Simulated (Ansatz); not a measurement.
# BCl₃ (SMILES ClB(Cl)Cl): one structure at several levels

The atoms stand at a structure displaced at random from a GFN2-xTB minimum. How far do the functionals agree with CCSD(T) there?

Method: single points in def2-TZVPP; program: Ansatz 0.2.0, Gaussian basis.

Cores are frozen in the correlated methods.

## (1) Starting geometry

SMILES `ClB(Cl)Cl`, 4 atoms, charge 0, spin multiplicity 1.

Atoms are counted from 1 here; the program's logs count them from 0.

Bond lengths: Cl1–B2 1.513 Å, B2–Cl3 1.841 Å, B2–Cl4 1.898 Å. Angles: Cl1–B2–Cl3 108.6°, Cl1–B2–Cl4 138.9°, Cl3–B2–Cl4 112.4°.

Coordinates:

```
Cl    0.0091    0.3926    1.5259
B    -0.0401    0.1067    0.0410
Cl    0.9102   -1.4345   -0.2915
Cl   -0.6790    0.9197   -1.5510
```

## (2) CCSD(T)/def2-TZVPP

Contents of run/in.yaml:

```yaml
crystal:
  periodic: [false, false, false]
  atoms:
    - {symbol: Cl, position_ang: [0.009100, 0.392600, 1.525900]}
    - {symbol: B, position_ang: [-0.040100, 0.106700, 0.041000]}
    - {symbol: Cl, position_ang: [0.910200, -1.434500, -0.291500]}
    - {symbol: Cl, position_ang: [-0.679000, 0.919700, -1.551000]}
basis:
  gaussian: {orbitals: def2-TZVPP}
correlation: {method: ccsd_t}
output: {forces: true}
```

The command line of these runs was not kept.

Output, cut to the lines that bear on the results:

```text
Functional definition: HF
  name "HF"
  cite "Fock, Z. Phys. 61, 126 (1930) doi:10.1007/BF01340294"
  parent pbe
[...]
952 factors; integrals over basis functions are off by at most 1.0e-3 eV
[...]
mean field -38185.59733368 eV, -1403.2948188854 hartree, gradient 1.8e-6 eV, S^2 0.000000; 0 other end points of the search recorded, 0 dependent functions left out
16 core orbitals not correlated: weight in the atoms' cores, before any rotation towards them, 1.000 or more for the frozen orbitals, at most 0.000 for the correlated occupied ones
reference -38185.59733368 eV, -1403.2948188854 hartree; 12, 12 occupied and 129, 129 virtual orbitals, 952 factors
second order -18.05583549 eV of doubles, -0.00000000 eV of singles
cycle   1  -18.78317470 eV  change   -7.3e-1 eV  update   8.8e-2
[...]
cycle  10  -19.25162979 eV  change    1.1e-5 eV  update   6.7e-6
perturbative correction -0.89825304 eV, -0.0330101903 hartree
[...]
working
Total energy: -38205.74721651 eV, -1404.0353134211 hartree
Atom 0 at     0.009100     0.392600     1.525900 Å, force    -0.814942     3.309384     9.012369 eV/Å
Atom 1 at    -0.040100     0.106700     0.041000 Å, force     0.730563    -2.991495   -10.700019 eV/Å
Atom 2 at     0.910200    -1.434500    -0.291500 Å, force    -0.491335     0.394153    -0.835920 eV/Å
Atom 3 at    -0.679000     0.919700    -1.551000 Å, force     0.575713    -0.712042     2.523570 eV/Å
Dipole moment:    -0.057367     0.149804     0.376968 e Å
```

Run time: 74 s. Hardware: 4 threads, shared host; peak memory 1.8 GiB.

## (3) PBE0-D4/def2-TZVPP

Changes to run/in.yaml since step 2:

```diff
@@ -9,3 +9,3 @@
   gaussian: {orbitals: def2-TZVPP}
-correlation: {method: ccsd_t}
-output: {forces: true}
+hamiltonian: {xc: pbe0, dispersion: d4}
+output: {forces: true, orbitals: {seedname: orbitals}}
```

The log in run was not kept; the run's report gives a total energy of -38234.358292 eV.

Run time: 1.9 s. Hardware: 4 threads, shared host; peak memory 0.37 GiB.

## (4) wB97M-V/def2-TZVPP

Changes to run/in.yaml since step 3:

```diff
@@ -9,3 +9,3 @@
   gaussian: {orbitals: def2-TZVPP}
-hamiltonian: {xc: pbe0, dispersion: d4}
-output: {forces: true, orbitals: {seedname: orbitals}}
+hamiltonian: {xc: {name: wB97M-V}}
+output: {forces: true}
```

The log in run was not kept; the run's report gives a total energy of -38245.508511 eV.

Run time: 4.5 s. Hardware: 4 threads, shared host; peak memory 0.45 GiB.

## (5) r2SCAN-D4/def2-TZVPP

Changes to run/in.yaml since step 4:

```diff
@@ -9,3 +9,3 @@
   gaussian: {orbitals: def2-TZVPP}
-hamiltonian: {xc: {name: wB97M-V}}
+hamiltonian: {xc: r2scan, dispersion: d4}
 output: {forces: true}
```

The log in run was not kept; the run's report gives a total energy of -38244.667934 eV.

It took 2.2 s on 4 threads, shared host; peak memory 0.21 GiB.

## (6) PBE-D4/def2-TZVPP

Changes to run/in.yaml since step 5:

```diff
@@ -9,3 +9,3 @@
   gaussian: {orbitals: def2-TZVPP}
-hamiltonian: {xc: r2scan, dispersion: d4}
+hamiltonian: {xc: pbe, dispersion: d4}
 output: {forces: true}
```

The log in run was not kept; the run's report gives a total energy of -38231.300112 eV.

Run time: 1 s. Hardware: 4 threads, shared host; peak memory 0.19 GiB.

## (7) BHLYP-D4/def2-TZVPP

Changes to run/in.yaml since step 6:

```diff
@@ -9,3 +9,3 @@
   gaussian: {orbitals: def2-TZVPP}
-hamiltonian: {xc: pbe, dispersion: d4}
+hamiltonian: {xc: {name: BHLYP}, dispersion: d4}
 output: {forces: true}
```

Output, cut to the lines that bear on the results:

```text
Functional definition: BHLYP
  name "BHLYP"
  cite "Becke, J. Chem. Phys. 98, 1372 (1993) doi:10.1063/1.464304"
  cite "Becke, Phys. Rev. A 38, 3098 (1988) doi:10.1103/PhysRevA.38.3098"
  cite "Lee, Yang & Parr, Phys. Rev. B 37, 785 (1988) doi:10.1103/PhysRevB.37.785"
[...]
1241 factors; their error is unknown
[...]
mean field -38247.09917040 eV, -1405.5549696972 hartree, gradient 4.3e-5 eV, S^2 0.000000; 0 other end points of the search recorded, 0 dependent functions left out
[...]
reference -38247.09933214 eV, -1405.5549756410 hartree; 28, 28 occupied and 129, 129 virtual orbitals, 1241 factors
Total energy: -38247.28593098 eV, -1405.5618330219 hartree
Atom 0 at     0.009100     0.392600     1.525900 Å, force    -0.833758     3.205677     8.471932 eV/Å
Atom 1 at    -0.040100     0.106700     0.041000 Å, force     0.788408    -2.969547   -10.336172 eV/Å
Atom 2 at     0.910200    -1.434500    -0.291500 Å, force    -0.585706     0.546681    -0.801471 eV/Å
Atom 3 at    -0.679000     0.919700    -1.551000 Å, force     0.631056    -0.782811     2.665711 eV/Å
Dipole moment:    -0.060189     0.152740     0.387628 e Å
```

Run time: 1.8 s. Hardware: 4 threads, shared host; peak memory 0.39 GiB.

## (8) LC-wPBE/def2-TZVPP

Changes to run/in.yaml since step 7:

```diff
@@ -9,3 +9,3 @@
   gaussian: {orbitals: def2-TZVPP}
-hamiltonian: {xc: {name: BHLYP}, dispersion: d4}
+hamiltonian: {xc: {name: LC-wPBE}}
 output: {forces: true}
```

The log in run was not kept; the run's report gives a total energy of -38236.521741 eV.

It took 1.4 s on 4 threads, shared host; peak memory 0.22 GiB.

## (9) Side by side

| method | RMS force component (eV/Å) | RMS error against CCSD(T) (eV/Å) | angle to CCSD(T) forces (°) | dipole (D) |
| --- | --- | --- | --- | --- |
| CCSD(T) | 4.331 | reference | reference | 1.97 |
| PBE0-D4 | 4.163 | 0.193 | 1.3 | 1.94 |
| wB97M-V | 4.200 | 0.138 | 0.6 | 2.00 |
| r2SCAN-D4 | 4.152 | 0.181 | 0.3 | 1.94 |
| PBE-D4 | 4.142 | 0.202 | 0.9 | 1.85 |
| BHLYP-D4 | 4.168 | 0.204 | 1.6 | 2.02 |
| LC-wPBE | 4.206 | 0.233 | 2.6 | 2.02 |

Energy less the free neutral atoms in their ground states at the same level (atoms from separate runs):

Differences are taken before rounding.

| method | rung | energy less atoms (kcal/mol) | from CCSD(T) (kcal/mol) |
| --- | --- | --- | --- |
| PBE-D4 | GGA | -306.8 | -28.6 |
| r2SCAN-D4 | meta-GGA | -300.0 | -21.7 |
| PBE0-D4 | hybrid | -298.8 | -20.5 |
| BHLYP-D4 | hybrid | -275.9 | +2.4 |
| LC-wPBE | range-separated hybrid | -289.0 | -10.7 |
| wB97M-V | range-separated hybrid | -295.8 | -17.5 |
| Hartree-Fock | wavefunction | -208.3 | +70.0 |
| MP2 | wavefunction | -299.1 | -20.8 |
| CCSD | wavefunction | -269.2 | +9.0 |
| CCSD(T) | wavefunction | -278.3 | 0 |

Cost and force error (times from a shared host):

| method | time | RMS force error (eV/Å) |
| --- | --- | --- |
| CCSD(T) | 74 s | 0 |
| PBE0-D4 | 1.9 s | 0.193 |
| wB97M-V | 4.5 s | 0.138 |
| r2SCAN-D4 | 2.2 s | 0.181 |
| PBE-D4 | 1 s | 0.202 |
| BHLYP-D4 | 1.8 s | 0.204 |
| LC-wPBE | 1.4 s | 0.233 |

## (10) Summary of results

| quantity | value |
| --- | --- |
| energy less free atoms, CCSD(T)/def2-TZVPP | -278.3 kcal/mol |
| RMS force component | 4.142 to 4.331 eV/Å over the methods |
| RMS force error | PBE0-D4 0.193, wB97M-V 0.138, r2SCAN-D4 0.181, PBE-D4 0.202, BHLYP-D4 0.204, LC-wPBE 0.233 eV/Å |
| HOMO and LUMO, PBE0-D4 | -8.70 and -1.76 eV |
| T1 diagnostic | 0.011 |

What this shows: Against CCSD(T) the functionals' energies less atoms differ by -28.6 to +2.4 kcal/mol, PBE-D4 by -28.6 kcal/mol. CCSD(T) in triple zeta still lacks some correlation energy of the bonds, so part of these gaps is its own basis error and they don't rank the functionals. The forces of wB97M-V come nearest to CCSD(T), those of LC-wPBE are farthest. Frozen-core CCSD(T) forces in triple zeta carry basis errors of their own, and this is one geometry, so small gaps rank nothing.
